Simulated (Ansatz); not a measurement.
# C₃H₉Bi: up Jacob's ladder to CCSD(T)

Aim: compute C₃H₉Bi with functionals from several rungs and with coupled cluster. The yardstick is the atomisation energy at the CCSD(T) limit.

The runs use Ansatz 0.2.0, Gaussian basis; functionals in def2-TZVPP, the program's frozen cores in correlated methods.

The runs, in order: LDA (SPW92), PBE-D4, revPBE-D4, BLYP-D4, r2SCAN-D4, B97M-V, PBE0-D4, B3LYP-D4, r2SCANh-D4, r2SCAN0-D4, HSE06-D4, BHLYP-D4, CAM-B3LYP-D4, LC-ωPBE, ωB97X-V, ωB97M-V, B2PLYP, PBE-QIDH; CCSD(T)/def2-SVP; CCSD(T)/def2-TZVPP; MP2/def2-QZVPP; extrapolation to the limit; RPA on PBE.

### Step 1. The geometry

The geometry comes from an earlier relaxation with PBE0-D4 in a triple-zeta def2 set; it is a stationary point, not always the lowest conformer. Bi takes the def2 core potential; no spin-orbit term is included.

13 atoms, charge 0, spin multiplicity 1.

Atoms are counted from 1 here; the program's logs count them from 0.

Bond lengths: C1–Bi2 2.253 Å, C1–H5 1.090 Å, C1–H6 1.090 Å, C1–H7 1.090 Å, Bi2–C3 2.253 Å, Bi2–C4 2.253 Å, C3–H8 1.090 Å, C3–H9 1.090 Å, C3–H10 1.090 Å, C4–H11 1.090 Å, C4–H12 1.090 Å, C4–H13 1.090 Å. Angles: Bi2–C1–H5 109.4°, Bi2–C1–H6 109.2°, Bi2–C1–H7 109.4°, H5–C1–H6 109.7°, H5–C1–H7 109.3°, H6–C1–H7 109.7°, C1–Bi2–C3 93.1°, C1–Bi2–C4 93.1°, C3–Bi2–C4 93.1°, Bi2–C3–H8 109.2°, Bi2–C3–H9 109.4°, Bi2–C3–H10 109.4°, H8–C3–H9 109.7°, H8–C3–H10 109.7°, H9–C3–H10 109.3°, Bi2–C4–H11 109.4°, Bi2–C4–H12 109.4°, Bi2–C4–H13 109.2° and more.

### Step 2. LDA

This LDA is Slater exchange with PW92 correlation.

Input file in.yaml:

```yaml
crystal:
  periodic: [false, false, false]
  atoms:
    - {symbol: C, position_ang: [-1.117420, 1.499190, -0.251814]}
    - {symbol: Bi, position_ang: [0.654468, 0.344902, -1.030132]}
    - {symbol: C, position_ang: [1.590009, 0.163445, 1.011825]}
    - {symbol: C, position_ang: [-0.404199, -1.636761, -0.857032]}
    - {symbol: H, position_ang: [-0.808880, 2.515618, -0.006092]}
    - {symbol: H, position_ang: [-1.502589, 1.005465, 0.640152]}
    - {symbol: H, position_ang: [-1.892669, 1.533540, -1.017664]}
    - {symbol: H, position_ang: [0.829456, -0.147708, 1.727694]}
    - {symbol: H, position_ang: [2.002866, 1.127849, 1.308779]}
    - {symbol: H, position_ang: [2.390336, -0.576258, 0.979764]}
    - {symbol: H, position_ang: [0.319782, -2.445247, -0.961499]}
    - {symbol: H, position_ang: [-1.151805, -1.718793, -1.646381]}
    - {symbol: H, position_ang: [-0.888756, -1.699942, 0.117101]}
basis:
  gaussian: {orbitals: def2-TZVPP}
hamiltonian: {xc: lda}
output: {orbitals: {seedname: orbitals}}
```

Further steps of the session: PBE-D4 (GGA); revPBE-D4 (GGA); BLYP-D4 (GGA); r2SCAN-D4 (meta-GGA); B97M-V (meta-GGA); PBE0-D4 (hybrid); B3LYP-D4 (hybrid); r2SCANh-D4 (hybrid); r2SCAN0-D4 (hybrid); HSE06-D4 (hybrid); BHLYP-D4 (hybrid); CAM-B3LYP-D4 (range-separated); LC-ωPBE-D4 (range-separated); ωB97X-V (range-separated); ωB97M-V (range-separated); B2PLYP (double hybrid); PBE-QIDH (double hybrid); CCSD(T) in def2-SVP; CCSD(T) in def2-TZVPP; MP2 in def2-QZVPP; RPA on PBE orbitals.

Q: Predict the results of all the runs planned. Wanted: atomisation energy, CCSD(T)/CBS; farthest beyond LDA; mean size of error, GGA; mean size of error, meta-GGA; mean size of error, hybrid; mean size of error, range-separated; mean size of error, double hybrid; gap, smallest and largest; T1 diagnostic.

**Answer**, as computed:

```
                               quantity                                                                                                           value
        atomisation energy, CCSD(T)/CBS                                                                                                   4515.5 kJ/mol
 functionals within 45.2 kJ/mol (1.0 %)  revPBE-D4, BLYP-D4, r2SCAN-D4, B97M-V, PBE0-D4, B3LYP-D4, r2SCANh-D4, HSE06-D4, CAM-B3LYP-D4, ωB97X-V, ωB97M-V
                    farthest beyond LDA                                                                                         BHLYP-D4 (-97.2 kJ/mol)
                mean size of error, GGA                                                                                                     32.7 kJ/mol
           mean size of error, meta-GGA                                                                                                     16.2 kJ/mol
             mean size of error, hybrid                                                                                                     35.4 kJ/mol
    mean size of error, range-separated                                                                                                     22.6 kJ/mol
      mean size of error, double hybrid                                                                                                     48.8 kJ/mol
              gap, smallest and largest                                                                           4.99 eV (BLYP-D4), 11.09 eV (LC-ωPBE)
                          T1 diagnostic                                                                                                          0.0118
triples share of the correlation energy                                                                                                           3.4 %
```

In words: LDA overbinds by 589.6 kJ/mol (13 %). PBE-D4 misses by +65.2 kJ/mol. Double hybrids carry the basis error of their MP2 part in triple zeta, and no dispersion term here, so their miss is partly the set-up's. The rungs meta-GGA, range-separated, GGA, hybrid miss on average by less than the doubt on the reference (45.2 kJ/mol), so they tie. Misses under about 45.2 kJ/mol are within the doubt on the reference itself, which lacks core-valence correlation, spin-orbit coupling and higher excitations, and its outer-core shells are covered unevenly. All levels share the lack of spin-orbit coupling, which lowers the free heavy atoms and so the true binding. Hartree-Fock recovers 73 % of the binding; the rest is correlation. CCSD(T) in def2-SVP is off by -271.4 kJ/mol, so the small basis spoils what the method gains. The gap grows from 5.0 to 11.1 eV across the functionals, mostly with the share of exact exchange. Correlated methods include outer-core shells of Bi, which these sets cover unevenly.
